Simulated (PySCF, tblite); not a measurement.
**C₆H₉ClO₂: geometry, infrared bands and NMR shifts**

What infrared bands and NMR shifts should C₆H₉ClO₂ (`CO[C@@H]1C[C@]1(C)C(=O)Cl`) show?

Programs: tblite 0.8.0 and PySCF 2.14.0, with density-fitted response routines of our own. Each step states its level of theory. These are calculated values for one molecule in the gas phase, unless marked as measured. Atoms are numbered from 0 throughout.

## Step 1: The starting structure

18 atoms, charge 0, multiplicity 1; geometry from: force field or distance geometry start.

Bonds of the start (Å): C0–O1 1.42, O1–C2 1.38, C2–C3 1.54, C3–C4 1.52, C4–C5 1.51, C4–C6 1.48, C6–O7 1.23, C6–Cl8 1.76, C4–C2 1.51, C0–H9 1.12, C0–H10 1.13, C0–H11 1.10, C2–H12 1.09, C3–H13 1.09, C3–H14 1.09, C5–H15 1.11, C5–H16 1.12, C5–H17 1.11.

## Step 2: Optimising the geometry with GFN2-xTB

The job: settings as JSON, then the geometry in Å.

```
{"job": {"kind": "relax", "xc": "GFN2-xTB", "basis": "xTB"}, "charge": 0, "multiplicity": 1}
C      2.569700     0.079700     0.767000
O      1.408600     0.830700     0.453400
C      0.575900    -0.016000    -0.245300
C     -0.236400     0.632500    -1.375000
C     -0.921700     0.092100    -0.128100
C     -1.699800    -1.183000    -0.363300
C     -1.476700     1.041600     0.862000
O     -0.941300     2.114600     1.147700
Cl    -2.960200     0.598200     1.693000
H      3.069600    -0.277500    -0.166100
H      2.271100    -0.873500     1.284900
H      3.257800     0.689400     1.379100
H      0.979400    -1.023600    -0.388000
H     -0.219000     0.065600    -2.308900
H     -0.061800     1.708700    -1.463500
H     -2.562000    -1.165400     0.339900
H     -1.073700    -2.060300    -0.070100
H     -1.988100    -1.247400    -1.430300
```

Started as:

```console
> OMP_NUM_THREADS=1 python probes_run.py task.json out
```

The driver reads the jobs from task.json and runs them one after another.

**Question.** This job is followed by: GFN2-xTB harmonic vibrations, gas phase; GIAO PBE0/pcSseg-1 NMR shielding, non-relativistic, gas phase. Predict these results of the whole session: strongest single infrared mode (GFN2-xTB); zero-point energy (GFN2-xTB); 13C shifts against TMS (PBE0/pcSseg-1); 1H shifts against TMS (PBE0/pcSseg-1, means over atoms taken as alike); 17O shifts against H2O (PBE0/pcSseg-1); 35Cl shifts against HCl (PBE0/pcSseg-1).

As calculated:

| quantity | value |
| --- | --- |
| strongest single infrared mode (GFN2-xTB) | 1806 cm⁻¹, 348 km/mol |
| zero-point energy (GFN2-xTB) | 87.1 kcal/mol |
| 13C shifts against TMS (PBE0/pcSseg-1) | 180.4, 76.4, 61.7, 35.4, 29.8, 23.8 ppm |
| 1H shifts against TMS (PBE0/pcSseg-1, means over atoms taken as alike) | 3.40, 3.24, 1.99, 1.46, 1.08 ppm |
| 17O shifts against H2O (PBE0/pcSseg-1) | 570.8, 42.3 ppm |
| 35Cl shifts against HCl (PBE0/pcSseg-1) | 452 ppm |

In words: Over 122 steps the energy fell by 0.776 eV; of the close pairs, C2–C3 changed most, 1.535 to 1.482 Å. All 48 modes are real, so the xTB geometry is a minimum. The strongest single mode, at 1806 cm⁻¹, moves mainly C6 and O7. GFN2-xTB is a fitted tight-binding method: band positions and strengths are rough. Its intensities can rank the bands wrongly. H9, H10, H11 (mean) (hydrogen on a methyl carbon bonded to O) lies farthest downfield among hydrogen, at 3.40 ppm; its carbon carries O, an electronegative neighbour.
